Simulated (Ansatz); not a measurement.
**ClGeHO (SMILES [OH][Ge][Cl]): a rigid scan of the angle O1–Ge2–Cl3**

The task here is to estimate one member of a computed series from the others.

Program: Ansatz 0.2.0, Gaussian basis. Level of theory: single points in def2-TZVPP. These are calculated values, not measurements.

Levels: PBE-D4, r2SCAN-D4, PBE0-D4, B3LYP-D4, wB97M-V, Hartree-Fock, MP2, CCSD, CCSD(T). The scan takes 68.5, 76.0, 83.5, 91.0, 98.5, 106.0, 113.5, 121.0, 128.5°.

Correlated methods freeze the cores. Filled d shells of the heavier atoms are correlated. B3LYP uses VWN-RPA correlation.

37 further runs of the same task are left out: 37 set aside as unsound or not needed.

### Starting geometry

The minimum, relaxed at PBE0-D4: SMILES `[OH][Ge][Cl]`, 4 atoms, charge 0, spin multiplicity 1.

Atoms are counted from 1 here; the program's logs count them from 0.

Bond lengths: O1–Ge2 1.772 Å, O1–H4 0.963 Å, Ge2–Cl3 2.212 Å. Angles: Ge2–O1–H4 115.0°, O1–Ge2–Cl3 98.5°.

As a file:

```tsv
atom	x (Å)	y (Å)	z (Å)
O1	-0.8609	0.5768	-0.4738
Ge2	-0.6039	-0.6223	0.8047
Cl3	1.5854	-0.8602	0.5943
H4	-0.0650	0.8456	-0.9455
```

Energies of the minimum (eV), from earlier single points: PBE-D4 -71091.96078, r2SCAN-D4 -71105.46974, PBE0-D4 -71094.16853, B3LYP-D4 -71109.41785, wB97M-V -71103.33946, CCSD(T) -71052.65869.

At the minimum the angle O1–Ge2–Cl3 is 98.5°.

The first run:

The input, ccsdt-tzvpp/in.yaml:

```yaml
crystal:
  periodic: [false, false, false]
  atoms:
    - {symbol: O, position_ang: [0.040546, 0.409392, -0.483183]}
    - {symbol: Ge, position_ang: [-0.603889, -0.622276, 0.804729]}
    - {symbol: Cl, position_ang: [1.585416, -0.860249, 0.594325]}
    - {symbol: H, position_ang: [0.992368, 0.345075, -0.618079]}
basis:
  gaussian: {orbitals: def2-TZVPP}
correlation: {method: ccsd_t}
```

The command line of these runs was not kept.

Among the steps run: O1–Ge2–Cl3 = 68.5°; O1–Ge2–Cl3 = 76.0°; O1–Ge2–Cl3 = 83.5°; O1–Ge2–Cl3 = 91.0°; O1–Ge2–Cl3 = 98.5°; O1–Ge2–Cl3 = 106.0°; O1–Ge2–Cl3 = 113.5°; O1–Ge2–Cl3 = 121.0°; O1–Ge2–Cl3 = 128.5°.

One table of the session follows, with a row left open; its other results are not shown here.

It belongs to the step «The curves». Energies less that of the minimum at the same level (eV):

| angle (°) | PBE-D4 | PBE0-D4 | B3LYP-D4 | wB97M-V | Hartree-Fock |
| --- | --- | --- | --- | --- | --- |
| 68.5 | 1.745 | 1.758 | 1.826 | 1.780 | 2.048 |
| 76.0 | 0.764 | 0.761 | 0.799 | 0.759 | 0.892 |
| 83.5 | 0.284 | 0.275 | 0.294 | 0.266 | 0.321 |
| 91.0 | 0.065 | 0.058 | 0.066 | 0.052 | 0.066 |
| 98.5 (minimum) | 0.000 | 0.000 | 0.000 | 0.000 | 0.000 |
| 98.5 | 0.000 | 0.000 | 0.000 | 0.000 | 0.000 |
| 106.0 | 0.035 | 0.046 | 0.041 | 0.054 | 0.061 |
| 113.5 | ? | ? | ? | ? | ? |
| 121.0 | 0.311 | 0.356 | 0.341 | 0.381 | 0.449 |
| 128.5 | 0.525 | 0.592 | 0.572 | 0.625 | 0.744 |

**Question.** Estimate the row for angle (°) = 113.5.

Worked estimate for «PBE-D4». A straight line through the neighbours (106.0, 0.035) and (121.0, 0.311) gives 0.035 + (0.311 − 0.035) × (113.5 − 106.0) / (121.0 − 106.0) = 0.173; a parabola fitted to 4 rows on both sides gives 0.143.

**Answer.** PBE-D4: 0.144; PBE0-D4: 0.171; B3LYP-D4: 0.160; wB97M-V: 0.186; Hartree-Fock: 0.217. In «PBE-D4» the line misses by +0.029 and the parabola by -0.001.

To keep in mind: A polynomial through the near points puts the CCSD(T) minimum 0.2° below the PBE0-D4 value.
